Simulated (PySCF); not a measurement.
# [La(H2CO)]2+: other functionals and bases at one geometry

The task here is to estimate one member of a computed series from the others.

Program: PySCF 2.14.0. Level of theory: several levels, as the steps say, no spin–orbit coupling. These are calculated values, not measurements.

1 further run of the same task is left out (for a known fault of the program).

### Starting geometry

5 atoms, charge 2, spin multiplicity 1.

Bond lengths: La1–O2 2.457 Å, O2–C3 1.228 Å, C3–H4 1.108 Å, C3–H5 1.108 Å. Angles: La1–O2–C3 180.0°, O2–C3–H4 120.6°, O2–C3–H5 120.6°, H4–C3–H5 118.7°.

Coordinates:

```
atom     x (Å)    y (Å)     z (Å)
 La1   0.00000  0.00000  -0.38013
  O2   0.00000  0.00000   2.07730
  C3   0.00000  0.00000   3.30542
  H4   0.95340  0.00000   3.87021
  H5  -0.95340  0.00000   3.87021
```

Formal oxidation states: La +2. Each metal's 1 4f electrons lie in its core potential, so multiplicities, spins and levels count the valence alone. For divalent La, Ce, Gd or Lu the extra electron is normally 5d or 6s, so this core forces an excited configuration. An earlier session relaxed this geometry at PBE0, La lcecp-0-SVP with ECP47, O def2-SVP, C def2-SVP, H def2-SVP (singlet, point group C2v).

At PBE0 on the finer grid: E = -139.839340 Eh, frontier levels not given, since the 4f levels lie in the core, Mulliken charge on La1 +1.78 e, largest force component 0.004 eV/Å. 

Levels to run: TPSS; HF; PBE0, TZVP. Hardware: 2 threads of AMD EPYC 9R14 (Zen 4), shared host.

Set-up of the first run:

Contents of run.py (the lines that set the calculation):

```python
mol = gto.M(atom='''
La     0.00000     0.00000    -0.38013
O      0.00000     0.00000     2.07730
C      0.00000     0.00000     3.30542
H      0.95340     0.00000     3.87021
H     -0.95340     0.00000     3.87021''',
    basis={'La': 'lcecp-0-SVP', 'O': 'def2-SVP', 'C': 'def2-SVP', 'H': 'def2-SVP'},
    ecp={'La': 'lcecp-0-SVP'},
    charge=2, spin=0)
mf = dft.RKS(mol, xc='TPSS')
mf.grids.atom_grid = (75, 302)  # f atoms: unpruned, at least (60, 302)
mf = mf.density_fit()  # fitting sets: La AutoAux, O def2-universal-JKFIT, C def2-universal-JKFIT, H def2-universal-JKFIT
mf.conv_tol = 1e-08; mf.max_cycle = 55
mf.kernel(dm0)  # dm0: the density of the relaxed state
```

Run with:

```
$ OMP_NUM_THREADS=2 python run.py
```

Steps of the session up to this table: TPSS; HF; PBE0, TZVP.

One table of the session follows, with a row left open; its other results are not shown here.

| level | charge on La1 (e) | dipole (D) | largest force component (eV/Å) |
| --- | --- | --- | --- |
| PBE0 (relaxed here) | 1.78 | 1.51 | 0.00 |
| TPSS | ? | ? | ? |
| HF | 1.85 | 1.57 | 1.60 |
| PBE0, TZVP | 1.83 | 1.54 | 0.27 |

Estimate the missing values for TPSS.

As computed: charge on La1 (e): 1.75; dipole (D): 1.59; largest force component (eV/Å): 0.94. In the column «charge on La1 (e)» it is the lowest.

The dipole of a charged species depends on the origin, so these sizes hold for this origin alone.

The largest leftover force, 1.60 eV/Å with HF, stands at a geometry relaxed at another level. With 4f in the core, its levels are missing from HOMO and gap, and its count is fixed, so no charge can pass from the ligands into it. Total energies of different levels can't be compared.
